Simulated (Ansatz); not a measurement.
**HSn (charge -1): rigid scan of one bond length in Python**

How does the energy of HSn (charge -1) change as one bond is stretched? The task is a rigid scan of one bond length, for HSn (charge -1).

All numbers are computed with the Python package of Ansatz 0.2.0. Level of theory: Hartree-Fock/def2-SVP.

### Step 1. The system

Bond lengths: Sn1–H2 1.770 Å.

No structure file is read: the coordinates are typed or built in the script.

### Step 2. The code

The input, scan_hsn.py:

```python
import warnings

import ansatz as az
from ase import Atoms
from ase.data import atomic_masses, atomic_numbers
import numpy as np

warnings.simplefilter("ignore", az.DeckWarning)

atoms = Atoms(["Sn", "H"], positions=[
    (0.0, 0.0, 0.0),
    (0.0, 0.0, 1.77),
])
hsn = az.Crystal.molecule_from_ase(atoms)

symbols = [site.symbol for site in hsn.cartesian_sites]
start = np.array([site.position_ang for site in hsn.cartesian_sites])
axis = (start[1] - start[0]) / np.linalg.norm(start[1] - start[0])
moving = [1]
lengths, energies = [1.558, 1.628, 1.699, 1.77, 1.841, 1.912, 1.982, 2.089], []
for length in lengths:
    xyz = start.copy()
    xyz[moving] += (length - np.linalg.norm(start[1] - start[0])) * axis
    point = az.Crystal.molecule()
    for symbol, place in zip(symbols, xyz):
        point = point.atom(symbol, place.tolist())
    job = (
        point.calculation()
        .basis(gaussian="def2-SVP")
        .functional("hf")
        .charge(-1)
        .spin("collinear", total=2)
    )
    summary = job.run().report
    energies.append(summary["free_energy_ev"])
    print(f"r = {length:6.3f} A  E = {energies[-1]:.5f} eV  <S^2> = {abs(summary['mean_field']['state']['spin_squared']):.3f}")

fit = np.polynomial.Polynomial.fit(lengths, np.array(energies) - min(energies), 4).convert()
roots = [r.real for r in fit.deriv().roots() if abs(r.imag) < 1e-9 and fit.deriv(2)(r.real) > 0]
r_e = min(roots, key=lambda r: abs(r - lengths[int(np.argmin(energies))]))
print(f"minimum of the fit at {r_e:.4f} A, force constant {fit.deriv(2)(r_e):.2f} eV/A^2")
m1, m2 = (atomic_masses[atomic_numbers[s]] for s in symbols)
mu = m1 * m2 / (m1 + m2)
print(f"harmonic wavenumber {521.4709 * np.sqrt(fit.deriv(2)(r_e) / mu):.0f} 1/cm, rotational constant {16.857629 / (mu * r_e ** 2):.4f} 1/cm")
```

### Step 3. The input behind the calls

The engine receives this input (first run):

```yaml
crystal:
  periodic: [false, false, false]
  atoms:
    - { symbol: Sn, position_ang: [0.0, 0.0, 0.0] }
    - { symbol: H, position_ang: [0.0, 0.0, 1.558] }
basis:
  gaussian:
    orbitals: def2-SVP
hamiltonian:
  xc: hf
magnetization:
  spin_polarized: true
  initial_magnetization: 2.0
total_charge: -1.0
```

### Step 4. Launch

Started as:

```sh
$ python scan_hsn.py
```

**Question.** Where along the scan is the Sn-H distance of lowest energy, and how steep are the two sides?

As calculated:

| quantity | value |
| --- | --- |
| bond length at the fit's minimum | 1.8149 Å |
| runs compared | 8 |
| range of energy | 0.441 eV |
| lowest point, distance (Å) | 1.84 |

In words: The lowest point is at 1.841 Å. At the shortest distance (1.56 Å) the energy is 0.44 eV higher, at the longest (2.09 Å) 0.23 eV. What to keep in mind:
- The basis set is modest, and single-reference methods fail as a bond breaks.
- def2 sets replace the cores of elements past krypton by effective core potentials.
- The species is open-shell (spin multiplicity 3).
- The spin state was assumed, and another may lie lower.
- Anions want diffuse functions, which this basis lacks.
